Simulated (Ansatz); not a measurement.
# Sc, space group Fm-3m: an equation of state with a fit

Computed with the Python package of Ansatz (0.2.0).

The cells in order, each with its output:

**Cell 1**
```python
import warnings

import ansatz as az
import numpy as np
from pymatgen.analysis.eos import EOS
```

**Cell 2**
```python
VECTORS = np.array([
    [0.0, 2.26, 2.26],
    [2.26, 0.0, 2.26],
    [2.26, 2.26, 0.0],
])
SITES = [
    ("Sc", (0.0, 0.0, 0.0)),
]


def on_lattice(cell):
    crystal = az.Crystal(lattice=az.Lattice.of(cell))
    for symbol, position in SITES:
        crystal = crystal.atom(symbol, position)
    return crystal
```

**Cell 3**
```python
warnings.simplefilter("ignore", az.DeckWarning)
```

**Cell 4**
```python
# scale the volume, keep shape and fractions
volumes, energies, pressures = [], [], []
for scale in np.linspace(0.9, 1.1, 9):
    cell = VECTORS * scale ** (1 / 3)
    base = (
        on_lattice(cell).calculation()
        .occupations("Fermi-Dirac", width=0.05)
        .functional("PBEsol")
        .basis(500)
        .kpoints(9, 9, 9)
        .stress()
    )
    rep = base.run().report
    volumes.append(abs(np.linalg.det(cell)) / len(SITES))
    energies.append(rep["free_energy_ev"] / len(SITES))
    pressures.append(np.trace(rep["stress_gpa"]) / 3)
    print(f"V = {volumes[-1]:8.4f} A^3/atom  F = {energies[-1]:.5f} eV/atom  P = {pressures[-1]:8.3f} GPa")

for form in ["murnaghan", "birch_murnaghan", "pourier_tarantola"]:
    fit = EOS(eos_name=form).fit(volumes, energies)
    print(f"{form:18s} V0 {fit.v0:8.4f} A^3/atom  B0 {fit.b0_GPa:7.1f} GPa  B1 {fit.b1:5.2f}")
```
Output:
```text
V =  20.7777 A^3/atom  F = -2111.26646 eV/atom  P =    8.491 GPa
V =  21.3549 A^3/atom  F = -2111.29315 eV/atom  P =    6.361 GPa
V =  21.9320 A^3/atom  F = -2111.31255 eV/atom  P =    4.441 GPa
V =  22.5092 A^3/atom  F = -2111.32538 eV/atom  P =    2.716 GPa
V =  23.0864 A^3/atom  F = -2111.33233 eV/atom  P =    1.171 GPa
V =  23.6635 A^3/atom  F = -2111.33401 eV/atom  P =   -0.211 GPa
V =  24.2407 A^3/atom  F = -2111.33098 eV/atom  P =   -1.448 GPa
V =  24.8178 A^3/atom  F = -2111.32373 eV/atom  P =   -2.560 GPa
V =  25.3950 A^3/atom  F = -2111.31267 eV/atom  P =   -3.563 GPa
murnaghan          V0  23.5738 A^3/atom  B0    54.3 GPa  B1  3.35
birch_murnaghan    V0  23.5721 A^3/atom  B0    54.4 GPa  B1  3.44
pourier_tarantola  V0  23.5717 A^3/atom  B0    54.4 GPa  B1  3.46
```

A third-order Birch-Murnaghan fit through the 9 points has its minimum at 23.57 Å³ an atom, 2.1 % above the typed cell, with a bulk modulus of 54 GPa and dB/dP = 3.4. From that minimum the energy rises by 67.6 meV an atom on the compressed side and 21.4 meV on the expanded side.

Notes:
- Absolute energies stand on the zero of these potentials, so only differences at equal settings mean something.
- For a metal this k-point mesh is coarse: on a finer one energies can move by several to tens of meV an atom and pressures by half a GPa or more, differences at one mesh by less.
- Pressure is positive in compression.
- This isn't the structure that Sc takes at ambient conditions.
- Hardware and time: 7.4 s on 1 thread of Arm Neoverse V1, on a shared host, peak memory 0.42 GiB.

(Lines on the test bed's own set-up are left out of the output.)
